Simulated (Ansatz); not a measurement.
# Zn2Ga2O3: the cost of one run

Program: Ansatz 0.2.0. Level of theory: DFT PBE, scalar-relativistic, plane waves, PAW, unless a step names another level. These are calculated values, not measurements.

4 further runs of the same task are left out: 2 that didn't finish, 2 set aside as unsound or not needed.

## 1. The system as given

Symmetry: P3m1, No. 156, trigonal system. Conventional cell: a = 3.031 Å, b = 3.031 Å, c = 13.418 Å, α = 90.00°, β = 90.00°, γ = 120.00°. Zn (site symmetry 3m) is surrounded by 9 Zn at 2.85 to 3.03 Å. Ga (site symmetry 3m) has 4 O at 1.84 to 1.88 Å as nearest neighbours. Around Ga (site symmetry 3m) lie 6 O at 1.93 to 2.15 Å. O (site symmetry 3m) is surrounded by 4 Ga at 1.84 to 2.15 Å. Around O (site symmetry 3m) lie 3 Ga at 1.88 Å. O (site symmetry 3m) has 3 Ga at 1.93 Å as nearest neighbours.

Coordinates:

```cif
data_structure
_symmetry_space_group_name_H-M 'P3m1'
_symmetry_Int_Tables_number 156
_cell_length_a 3.0310
_cell_length_b 3.0310
_cell_length_c 13.4178
_cell_angle_alpha 90.000
_cell_angle_beta 90.000
_cell_angle_gamma 120.000
_cell_volume 106.76
loop_
_atom_site_label
_atom_site_type_symbol
_atom_site_symmetry_multiplicity
_atom_site_Wyckoff_symbol
_atom_site_fract_x
_atom_site_fract_y
_atom_site_fract_z
_atom_site_occupancy
Zn1 Zn 1 a 0.00000 0.00000 0.64450 1
Zn2 Zn 1 c 0.66667 0.33333 0.81216 1
Ga1 Ga 1 a 0.00000 0.00000 0.31684 1
Ga2 Ga 1 c 0.66667 0.33333 0.08712 1
O1 O 1 a 0.00000 0.00000 0.17988 1
O2 O 1 c 0.66667 0.33333 0.36878 1
O3 O 1 b 0.33333 0.66667 0.02573 1
```

It came out lowest among 27 distinct ends of the trial cells. At a tolerance of 0.05 Å it has space group P3m1 (No. 156).

## 2. Tight relaxation for the response runs, on the response runs' mesh and smearing

The input, input.yaml:

```yaml
crystal:
  lattice:
    - [3.0310482523, 0.0, 0.0]
    - [-1.5155241262, 2.6249647866, 0.0]
    - [0.0, 0.0, 13.4177808226]
  atoms:
    - { symbol: Zn, position: [0.0, 0.0, 0.6445035525] }
    - { symbol: Zn, position: [0.6666666667, 0.3333333333, 0.8121577376] }
    - { symbol: Ga, position: [0.0, 0.0, 0.316839756] }
    - { symbol: Ga, position: [0.6666666667, 0.3333333333, 0.0871172406] }
    - { symbol: O, position: [0.0, 0.0, 0.1798777899] }
    - { symbol: O, position: [0.6666666667, 0.3333333333, 0.3687766901] }
    - { symbol: O, position: [0.3333333333, 0.6666666667, 0.0257272333] }
basis:
  ecutwfc: 420
kpoints:
  mp_grid: { grid: [12, 12, 4] }
hamiltonian:
  xc: pbe
scf:
  occupations: { method: gaussian, width: 0.1 }
output:
  forces: true
  stress: true
  eigenvalues: true
relax:
  adjacent_minimum: "off"
  f_tol: 0.001
  max_steps: 60
  cell: { stress_tol: 0.01 }
```

Command:

```sh
ansatz run input.yaml --threads 3 --pin off --max-ram 7680MiB --backend cpu --events-out ev --progress --plain --runs-dir out
```

**Question.** How long does this run take on 3 threads of Intel Xeon at 2.70GHz, shared host, and how much memory does it need?

About 3.4 min, with a peak of 0.62 GiB.
